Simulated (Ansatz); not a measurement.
# LiGe6As8: from a guess to a relaxed structure

The task: take a trial cell of LiGe6As8 to zero force and stress.

Method: DFT PBE, scalar-relativistic, plane waves, PAW, in Ansatz 0.2.0.

## 1. The system as given

It takes space group Fm-3m (No. 225, cubic). Conventional cell: a = 11.411 Å, b = 11.411 Å, c = 11.411 Å, α = 90.00°, β = 90.00°, γ = 90.00°. Around Li (site symmetry m-3m) lie 12 Ge at 4.03 Å. Ge (site symmetry mmm) has 4 As at 2.38 Å as nearest neighbours. As (site symmetry 3m) is surrounded by 3 Ge at 2.38 Å.

As a file:

```xyz
15
Lattice="0.0000 5.7057 5.7057 5.7057 0.0000 5.7057 5.7057 5.7057 0.0000" Properties=species:S:1:pos:R:3 pbc="T T T"
Li    5.7057    5.7057    5.7057
Ge    2.8529    5.7057    2.8529
Ge    0.0000    2.8529    2.8529
Ge    2.8529    2.8529    0.0000
Ge    2.8529    0.0000    2.8529
Ge    5.7057    2.8529    2.8529
Ge    2.8529    2.8529    5.7057
As    7.3311    9.7861    7.3311
As    1.6253    1.6253    1.6253
As    9.7861    9.7861    9.7861
As    1.6253    4.0804    4.0804
As    7.3311    7.3311    9.7861
As    9.7861    7.3311    7.3311
As    4.0804    4.0804    1.6253
As    4.0804    1.6253    4.0804
```

Recipe of the guess: 3-, 4-connected net, the two elements on its two kinds of vertex, guests in its cages (Fm-3m, No. 225). Its size is a rough estimate.

## 2. Probe: one point on a coarse mesh

Input file input.yaml:

```yaml
crystal:
  lattice:
    - [0.0, 5.70573184, 5.70573184]
    - [5.70573184, 0.0, 5.70573184]
    - [5.70573184, 5.70573184, 0.0]
  atoms:
    - { symbol: Li, position: [0.5, 0.5, 0.5] }
    - { symbol: Ge, position: [0.5, 0.0, 0.5] }
    - { symbol: Ge, position: [0.5, 0.0, 0.0] }
    - { symbol: Ge, position: [0.0, 0.0, 0.5] }
    - { symbol: Ge, position: [0.0, 0.5, 0.0] }
    - { symbol: Ge, position: [0.0, 0.5, 0.5] }
    - { symbol: Ge, position: [0.5, 0.5, 0.0] }
    - { symbol: As, position: [0.857569, 0.427293, 0.857569] }
    - { symbol: As, position: [0.142431, 0.142431, 0.142431] }
    - { symbol: As, position: [0.857569, 0.857569, 0.857569] }
    - { symbol: As, position: [0.572707, 0.142431, 0.142431] }
    - { symbol: As, position: [0.857569, 0.857569, 0.427293] }
    - { symbol: As, position: [0.427293, 0.857569, 0.857569] }
    - { symbol: As, position: [0.142431, 0.142431, 0.572707] }
    - { symbol: As, position: [0.142431, 0.572707, 0.142431] }
basis:
  ecutwfc: 420
kpoints:
  mp_grid: { grid: [4, 4, 4] }
hamiltonian:
  xc: pbe
scf:
  occupations: { method: gaussian, width: 0.1 }
  lower_state_search: "off"
output:
  forces: true
  stress: true
  eigenvalues: true
```

On the command line:

```console
ansatz run input.yaml --threads 1 --pin off --max-ram 2560MiB --backend cpu --events-out ev --progress --plain --runs-dir out
```

Further runs follow: rough relaxation on the coarse mesh; relaxation on the finer mesh.

Q: Predict the outcome of this session. Wanted: conventional cell; volume; energy over the elements; gap on the mesh.

**Answer**, as computed:

| quantity | value |
| --- | --- |
| symmetry at the end (tolerance 0.05 Å) | space group Fm-3m (No. 225) |
| conventional cell | a = 11.960 Å, b = 11.960 Å, c = 11.960 Å, α = 90.00°, β = 90.00°, γ = 90.00° |
| volume | 28.51 Å³/atom |
| energy over the elements | +0.51 eV/atom |
| gap on the mesh | none (metal) |

**Reading.** The space group Fm-3m (No. 225) is kept, and the volume per atom grows by 15.1 % from the first guess. With a positive formation energy it can't be a ground state. No finished test with a distortion of lower symmetry is shown, so the end may be a saddle point.
